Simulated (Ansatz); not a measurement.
The system is Hf2Pd2Se2Br2O3.

```
Hf Pd Se Br O
1.0
     3.72613    0.00000    0.00000
    -1.86306    3.22692    0.00000
     0.00000    0.00000   17.00867
Hf Pd Se Br O
2 2 2 2 3
Direct
  0.66667 0.33333 0.93385
  0.33333 0.66667 0.06615
  0.00000 0.00000 0.30298
  0.00000 0.00000 0.69702
  0.33333 0.66667 0.22649
  0.66667 0.33333 0.77351
  0.66667 0.33333 0.39862
  0.33333 0.66667 0.60138
  0.33333 0.66667 0.92689
  0.66667 0.33333 0.07311
  0.00000 0.00000 0.00000
```

The cell was built by a generator and needn't be a form met in nature.

| Item | Value |
| --- | --- |
| Program | Ansatz 0.2.0 |
| Task | relaxation of cell and atoms |
| Functional | PBE |
| Dispersion | D3(BJ)-ATM |
| Potentials or basis | Ansatz PAW |
| Cutoff | 420 eV (not typed: the program's choice for these potentials) |
| k mesh | 6 × 6 × 2 |
| Occupations | fermi-dirac, width 0.05 eV |
| Spin | no spin polarisation |

At the start: volume 18.59 Å³/atom.

**Question.** How do energy, volume and symmetry change on relaxing?

**Answer.** It ends after 10 steps and the volume is 17.47 Å³/atom (-6.0 %); space group P-3m1 (No. 164, to 0.05 Å).

Step by step:
| step | energy change (eV) | largest force (eV/Å) | volume (Å³) |
| --- | --- | --- | --- |
| 1 | 0.0000 | 0.1128 | 204.51 |
| 2 | -0.0735 | 0.3949 | 191.84 |
| 3 | -0.1042 | 0.1276 | 190.79 |
| 4 | -0.1038 | 0.1541 | 192.55 |
| 5 | -0.1097 | 0.0210 | 192.91 |
| 6 | -0.1102 | 0.0695 | 192.61 |
| 7 | -0.1106 | 0.0029 | 192.52 |
| 8 | -0.0991 | 0.0025 | 192.52 |
| 9 | -0.0996 | 0.0022 | 192.21 |
| 10 | -0.0992 | 0.0022 | 192.21 |

Final structure:
```xyz
11
Lattice="3.6946 0.0000 0.0000 -1.8473 3.1996 0.0000 0.0000 0.0000 16.2594" Properties=species:S:1:pos:R:3 pbc="T T T"
Hf    1.8473    1.0665   15.1243
Hf    0.0000    2.1331    1.1351
Pd    0.0000    0.0000    5.1171
Pd    0.0000    0.0000   11.1423
Se    0.0000    2.1331    3.8122
Se    1.8473    1.0665   12.4472
Br    1.8473    1.0665    6.7374
Br    0.0000    2.1331    9.5220
O     0.0000    2.1331   14.9930
O     1.8473    1.0665    1.2664
O     0.0000    0.0000    0.0000
```

Caveat: the plane-wave basis is chosen anew once the cell has moved, so the energies of steps on either side of that aren't comparable.
